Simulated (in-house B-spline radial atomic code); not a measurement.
**Au⁷⁺: excited configurations**

How much energy does it take to promote electrons of Au⁷⁺ to other shells? Each configuration is solved by itself and compared with the reference.

The numbers are computed with in-house B-spline radial atomic code version 1 (Dirac-Hartree-Fock, average of configuration, Fermi nucleus, basis-set limit), except any that are marked as measured or tabulated.

## 1. What is computed

```
element       : gold (Z = 79)
charge        : +7
electrons     : 72
configuration : [Xe] 4f14 5d4
Hamiltonian   : Dirac-Coulomb
nucleus       : Fermi, rms radius 5.437 fm
```

Outer shells as boxes (Hund's rule):

[Xe] 4f14 5d4
```
[Xe] core
4f [↑↓][↑↓][↑↓][↑↓][↑↓][↑↓][↑↓]
5d [↑ ][↑ ][↑ ][↑ ][  ]
```

The boxes draw the filling by Hund's rule, which heavy ions in jj coupling don't follow; these runs average over all states of the configuration.

Input settings:

```ini
Z = 79
electrons = 72.0
configuration = [Xe] 4f14 5d4
hamiltonian = dirac
method = hf
spin_polarised = False
nucleus = fermi
rms_radius = 5.4371
mass_number = 197
atomic_mass = 196.966570103
speed_of_light = 137.035999084
```

This reference run was done before. Its total energy is -19023.203843 hartree, and its levels are (the highest eight at most):

```
orbital  occupation  energy (eV)  <r> (bohr)
  4d5/2           6      -467.83      0.4620
  5s1/2           2      -232.79      0.9188
  4f5/2           6      -214.61      0.4886
  4f7/2           8      -210.62      0.4952
  5p1/2           2      -189.60      0.9776
  5p3/2           4      -170.97       1.053
  5d3/2         1.6      -112.58       1.249
  5d5/2         2.4      -110.24       1.278
```

## 2. Run with [Xe] 4f14 5d3 8g1

Input settings:

```ini
Z = 79
electrons = 72.0
configuration = [Xe] 4f14 5d3 8g1
hamiltonian = dirac
method = hf
spin_polarised = False
nucleus = fermi
rms_radius = 5.4371
mass_number = 197
atomic_mass = 196.966570103
speed_of_light = 137.035999084
```

## 3. [Xe] 4f13 5d4 6f1

Changes to the settings of step 2:

```diff
@@ -2,3 +2,3 @@
 electrons = 72.0
-configuration = [Xe] 4f14 5d3 8g1
+configuration = [Xe] 4f13 5d4 6f1
 hamiltonian = dirac
```

## 4. Configuration [Xe] 4f14 5d3 7s1

Changes to the settings of step 3:

```diff
@@ -2,3 +2,3 @@
 electrons = 72.0
-configuration = [Xe] 4f13 5d4 6f1
+configuration = [Xe] 4f14 5d3 7s1
 hamiltonian = dirac
```

## 5. Configuration [Kr] 4d10 4f14 5s2 5p5 5d4 7g1

Changes to the settings of step 4:

```diff
@@ -2,3 +2,3 @@
 electrons = 72.0
-configuration = [Xe] 4f14 5d3 7s1
+configuration = [Kr] 4d10 4f14 5s2 5p5 5d4 7g1
 hamiltonian = dirac
```

## 6. Run with [Xe] 4f13 5d4 9f1

Changes to the settings of step 5:

```diff
@@ -2,3 +2,3 @@
 electrons = 72.0
-configuration = [Kr] 4d10 4f14 5s2 5p5 5d4 7g1
+configuration = [Xe] 4f13 5d4 9f1
 hamiltonian = dirac
```

## 7. [Xe] 4f13 5d4 7g1

Changes to the settings of step 6:

```diff
@@ -2,3 +2,3 @@
 electrons = 72.0
-configuration = [Xe] 4f13 5d4 9f1
+configuration = [Xe] 4f13 5d4 7g1
 hamiltonian = dirac
```

**Question.** How far above the reference does each configuration lie (order and size, in eV)?

The runs gave:

| net move | configuration | energy above the reference (eV) | with Breit, QED, recoil (eV) | largest <r> (bohr) |
| --- | --- | --- | --- | --- |
| 5d → 7s | [Xe] 4f14 5d3 7s1 | 60.926 | 60.969 | 3.35 |
| 5d → 8g | [Xe] 4f14 5d3 8g1 | 96.643 | 96.638 | 10.5 |
| 5p → 7g | [Kr] 4d10 4f14 5s2 5p5 5d4 7g1 | 157.80 | 157.57 | 7.69 |
| 4f → 6f | [Xe] 4f13 5d4 6f1 | 167.35 | 167.60 | 3.68 |
| 4f → 7g | [Xe] 4f13 5d4 7g1 | 186.26 | 186.51 | 7.69 |
| 4f → 9f | [Xe] 4f13 5d4 9f1 | 190.32 | 190.57 | 10.9 |

Quantum defects of the promoted electron, δ = n − ζ/√(−2ε) with ζ = 8 and ε its orbital energy in hartree:

| promotion | δ |
| --- | --- |
| 5d → 7s | 2.809 |
| 5d → 8g | 0.071 |
| 5p → 7g | 0.070 |
| 4f → 6f | 1.152 |
| 4f → 7g | 0.070 |
| 4f → 9f | 1.134 |

**Reading.** At the bottom stands 5d → 7s (60.926 eV), at the top 4f → 9f (190.32 eV). 4 of them lie more than 2 % above the ionisation threshold that Koopmans' theorem gives (110.24 eV), where such states can decay by emitting an electron. Of those tabulated, the defect is largest for 7s (2.81) and least for 7g (0.07): low angular momentum penetrates the core, high angular momentum stays outside it. Two partly filled shells share a symmetry and can mix in the average, which may lower the energy, for: 4f → 6f; 4f → 9f. These are averages over configurations, without correlation, not spectroscopic levels.
